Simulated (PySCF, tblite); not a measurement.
# C3H7B3N radical: geometry, infrared bands and EPR parameters

What infrared bands and EPR parameters should C3H7B3N radical (`BN(B)B(C)C#[C]`) show?

Programs: tblite 0.8.0 and PySCF 2.14.0, with density-fitted response routines of our own. Each step states its level of theory. These are calculated values for one molecule in the gas phase, unless marked as measured. Atoms are numbered from 0 throughout.

### Step 1. The molecule as given

14 atoms, charge 0, multiplicity 2; geometry from: force field or distance geometry start.

Bonds of the start (Å): B0–N1 1.50, N1–B2 1.51, N1–B3 1.53, B3–C4 1.61, B3–C5 1.55, C5–C6 1.23, B0–H7 1.20, B0–H8 1.19, B2–H9 1.21, B2–H10 1.19, C4–H11 1.10, C4–H12 1.11, C4–H13 1.11.

### Step 2. Geometry optimisation with GFN2-xTB

Job settings and geometry (Å):

```
{"job": {"kind": "relax", "xc": "GFN2-xTB", "basis": "xTB"}, "charge": 0, "multiplicity": 2}
B     -1.290100     0.446200     1.175700
N     -0.689600    -0.540900     0.223400
B     -1.575600    -0.942600    -0.926400
B      0.557800     0.114900    -0.370200
C      1.940900    -0.537800     0.121200
C      0.463200     1.646900    -0.550400
C      0.382100     2.865900    -0.684600
H     -0.563000     0.998800     1.955100
H     -2.315900     0.982700     0.902500
H     -2.451500    -1.730300    -0.650300
H     -1.042400    -1.186000    -1.957100
H      2.813200    -0.020400    -0.298700
H      1.887800    -0.498300     1.225800
H      1.882600    -1.599600    -0.188300
```

On the command line:

```console
$ OMP_NUM_THREADS=1 python probes_run.py task.json out
```

The driver reads the jobs from task.json and runs them one after another.

**Question.** This job is followed by: GFN2-xTB harmonic vibrations, gas phase; UKS B3LYP, pcH-1 on B C H N, non-relativistic, mean-field spin-orbit, GIAO. Predict these results of the whole session: strongest single infrared mode (GFN2-xTB); zero-point energy (GFN2-xTB); g(iso) (B3LYP); ⟨S²⟩; largest a(iso) (averaged by class); surface potential, 1st and 99th percentile.

The runs gave:

```
                                 quantity                  value
strongest single infrared mode (GFN2-xTB)  1304 cm⁻¹, 451 km/mol
             zero-point energy (GFN2-xTB)          60.1 kcal/mol
                           g(iso) (B3LYP)                2.00238
                                     ⟨S²⟩     0.770 (exact 0.75)
       largest a(iso) (averaged by class)   13C on C6, 912.4 MHz
    surface potential, 1st and 99th percentile     -0.55 V and 1.35 V
```

What this shows: Relaxing lowered the energy by 1.676 eV in 107 steps; the close pair that moved most is N1–B3, from 1.529 to 1.448 Å. All 36 modes are real, so the xTB geometry is a minimum. The strongest single mode, at 1304 cm⁻¹, is carried by N1, B2, B0. Unscaled tight-binding wavenumbers are off by several per cent, some by more. Its intensities can rank the bands wrongly. Most of the unpaired spin sits on C6 (1.12 e). The isotropic g lies 0.1 ppt above the free-electron value.
